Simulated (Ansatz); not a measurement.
**C₂H₈GeO: up Jacob's ladder to CCSD(T)**

The task here is to estimate one member of a computed series from the others.

Computed with Ansatz 0.2.0, Gaussian basis. Level: functionals in def2-TZVPP, the program's frozen cores in correlated methods.

Plan: LDA (SPW92), PBE-D4, revPBE-D4, BLYP-D4, r2SCAN-D4, B97M-V, PBE0-D4, B3LYP-D4, r2SCANh-D4, r2SCAN0-D4, HSE06-D4, BHLYP-D4, CAM-B3LYP-D4, LC-ωPBE, ωB97X-V, ωB97M-V, B2PLYP, PBE-QIDH; CCSD(T)/def2-SVP; CCSD(T)/def2-TZVPP; MP2/def2-QZVPP; extrapolation to the limit; RPA on PBE.

### Structure used throughout

All runs share one geometry, relaxed beforehand with PBE0-D4 in a triple-zeta def2 set.

12 atoms, charge 0, spin multiplicity 1.

Atoms are counted from 1 here; the program's logs count them from 0.

Bond lengths: C1–O2 1.402 Å, C1–H5 1.099 Å, C1–H6 1.099 Å, C1–H7 1.090 Å, O2–C3 1.404 Å, C3–Ge4 1.967 Å, C3–H8 1.101 Å, C3–H9 1.101 Å, Ge4–H10 1.540 Å, Ge4–H11 1.536 Å, Ge4–H12 1.536 Å. Angles: O2–C1–H5 111.4°, O2–C1–H6 111.4°, O2–C1–H7 107.6°, H5–C1–H6 108.4°, H5–C1–H7 109.1°, H6–C1–H7 109.1°, C1–O2–C3 112.4°, O2–C3–Ge4 108.5°, O2–C3–H8 111.2°, O2–C3–H9 111.2°, Ge4–C3–H8 109.4°, Ge4–C3–H9 109.4°, H8–C3–H9 107.1°, C3–Ge4–H10 108.7°, C3–Ge4–H11 110.0°, C3–Ge4–H12 110.0°, H10–Ge4–H11 109.3°, H10–Ge4–H12 109.3° and more.

Set-up of the first run:

Input file in.yaml:

```yaml
crystal:
  periodic: [false, false, false]
  atoms:
    - {symbol: C, position_ang: [-0.286726, 1.970818, 0.433971]}
    - {symbol: O, position_ang: [0.239189, 0.680045, 0.588442]}
    - {symbol: C, position_ang: [-0.231016, -0.210238, -0.390144]}
    - {symbol: Ge, position_ang: [0.575113, -1.975133, -0.067901]}
    - {symbol: H, position_ang: [-1.382702, 1.968537, 0.513905]}
    - {symbol: H, position_ang: [-0.011129, 2.401352, -0.538779]}
    - {symbol: H, position_ang: [0.126819, 2.592713, 1.228469]}
    - {symbol: H, position_ang: [0.033921, 0.134286, -1.401307]}
    - {symbol: H, position_ang: [-1.327681, -0.296481, -0.355210]}
    - {symbol: H, position_ang: [0.062149, -2.953949, -1.140003]}
    - {symbol: H, position_ang: [0.173603, -2.489542, 1.322614]}
    - {symbol: H, position_ang: [2.105261, -1.877708, -0.160159]}
basis:
  gaussian: {orbitals: def2-TZVPP}
hamiltonian: {xc: lda}
output: {orbitals: {seedname: orbitals}}
```

Launch:

```console
$ ansatz run in.yaml --threads 4 --pin off --events-out ev --progress --plain --max-ram 10444MiB
```

Among the steps run: LDA; PBE-D4 (GGA); revPBE-D4 (GGA); BLYP-D4 (GGA); r2SCAN-D4 (meta-GGA); B97M-V (meta-GGA); B3LYP-D4 (hybrid); r2SCANh-D4 (hybrid); r2SCAN0-D4 (hybrid); HSE06-D4 (hybrid); BHLYP-D4 (hybrid); CAM-B3LYP-D4 (range-separated); LC-ωPBE (range-separated); ωB97X-V (range-separated); ωB97M-V (range-separated); B2PLYP (double hybrid); PBE-QIDH (double hybrid).

One table of the session follows, with a row left open; its other results are not shown here.

It belongs to the step «Frontier levels by functional». 

```
  functional  HOMO (eV)  LUMO (eV)  gap (eV)
 LDA (SPW92)      -6.12      -0.13      5.99
      PBE-D4      -6.02       0.09      6.12
   revPBE-D4          ?          ?         ?
     BLYP-D4      -5.96       0.13      6.09
   r2SCAN-D4      -6.34       0.59      6.93
      B97M-V      -6.55       0.21      6.76
     PBE0-D4      -7.61       0.90      8.52
    B3LYP-D4      -7.39       0.61      7.99
  r2SCANh-D4      -6.94       0.85      7.79
  r2SCAN0-D4      -7.85       1.23      9.07
    HSE06-D4      -7.21       0.53      7.74
    BHLYP-D4      -9.18       1.59     10.77
CAM-B3LYP-D4      -9.07       1.74     10.81
     LC-ωPBE     -10.36       3.01     13.37
     ωB97X-V     -10.08       2.80     12.89
     ωB97M-V     -10.03       2.46     12.49
```

Estimate the missing values for revPBE-D4.

The run gave: HOMO (eV): -5.98; LUMO (eV): 0.20; gap (eV): 6.18. In the column «HOMO (eV)» it lies between PBE-D4 (-6.02) and BLYP-D4 (-5.96).
